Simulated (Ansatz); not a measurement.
# ZnH2O + CH4: a complex and its separated parts

Aim: how far the complex at one end of a reaction step lies below its separated, relaxed parts, level by level.

The runs use Ansatz 0.2.0, Gaussian basis; PBE0-D4/def2-TZVP structures, single points in def2-TZVPP, no counterpoise correction.

Levels: SPW92, PBE-D4, BLYP-D4, r2SCAN-D4, B97M-V, PBE0-D4, B3LYP-D4, r2SCAN0-D4, BHLYP-D4, CAM-B3LYP-D4, wB97X-V, wB97M-V, B2PLYP, PBE-QIDH, RPA on PBE, Hartree-Fock, MP2, CCSD, CCSD(T).

Correlated methods freeze the cores. The 3s and 3p shells of Cu and Zn are frozen; filled d shells are correlated. B3LYP uses VWN-RPA correlation. B2PLYP carries no dispersion term here.

20 further runs of the same task are left out: 20 set aside as unsound or not needed.

## 1. The starting structure

The complex: 9 atoms, charge 0, spin multiplicity 1.

Atoms are counted from 1 here; the program's logs count them from 0.

Bond lengths: Zn1–H2 1.515 Å, Zn1–O3 1.780 Å, O3–H6 0.958 Å, H4–C5 1.091 Å, C5–H7 1.091 Å, C5–H8 1.091 Å, C5–H9 1.090 Å. Angles: H2–Zn1–O3 178.3°, Zn1–O3–H6 117.4°, H4–C5–H7 110.3°, H4–C5–H8 109.5°, H4–C5–H9 108.9°, H7–C5–H8 110.2°, H7–C5–H9 109.1°, H8–C5–H9 108.9°.

Coordinates:

```mol
CH6OZn
  3D, bonds by distance, orders not assigned

  9  7  0  0  0  0  0  0  0  0999 V2000
   -1.0736   -0.6175   -1.2608 Zn  0  0
   -0.2205   -1.5074   -2.1412 H   0  0
   -2.0335    0.4377   -0.1967 O   0  0
    1.2471   -0.8627    0.8552 H   0  0
    1.2526    0.2268    0.7981 C   0  0
   -2.9612    0.5493   -0.4069 H   0  0
    0.2433    0.6175    0.9376 H   0  0
    1.6477    0.5388   -0.1699 H   0  0
    1.8981    0.6175    1.5845 H   0  0
  1  2  8  0
  1  3  8  0
  3  6  8  0
  4  5  8  0
  5  7  8  0
  5  8  8  0
  5  9  8  0
M  END
```

Its parts: ZnH2O holds atoms 1, 2, 3, 6; CH4 holds atoms 4, 5, 7, 8, 9. Each part counts its atoms afresh in its own runs.

## 2. Relaxing ZnH2O alone

relax-a/in.yaml reads:

```yaml
crystal:
  periodic: [false, false, false]
  atoms:
    - {symbol: Zn, position_ang: [-1.073649, -0.617473, -1.260817]}
    - {symbol: H, position_ang: [-0.220478, -1.507443, -2.141245]}
    - {symbol: O, position_ang: [-2.033509, 0.437715, -0.196738]}
    - {symbol: H, position_ang: [-2.961230, 0.549311, -0.406906]}
basis:
  gaussian: {orbitals: def2-TZVP}
hamiltonian: {xc: pbe0, dispersion: d4}
relax: {f_tol: 0.005, max_steps: 200}
```

The command line of these runs was not kept.

The runs that follow: Relaxing CH4 alone; wB97M-V/def2-TZVPP; CCSD(T)/def2-TZVPP; Vibrations of ZnH2O; Vibrations of CH4.

Q: Predict the outcome of this session. Wanted: complex less parts, CCSD(T)/def2-TZVPP; with zero-point energy; largest T1 diagnostic.

As calculated:

```
                              quantity           value
complex less parts, CCSD(T)/def2-TZVPP  -1.66 kcal/mol
                with zero-point energy  -0.87 kcal/mol
                 largest T1 diagnostic           0.018
```

What this shows: At CCSD(T) the complex lies 1.66 kcal/mol below its parts. Among the functionals B3LYP-D4 lands nearest to CCSD(T) (-0.05 kcal/mol) and SPW92 farthest (-1.85 kcal/mol). By rung, the mean size of the error is: LDA 1.85, GGA 0.23, meta-GGA 0.41, hybrid 0.26, range-separated hybrid 0.17, double hybrid 0.65 kcal/mol. PBE-D4 gives a relative energy 0.35 kcal/mol too low, an error of 21 % of the reference. No counterpoise was applied, and triple zeta lacks some correlation, so the CCSD(T) reference has a basis error of its own, and close matches with it are partly luck.
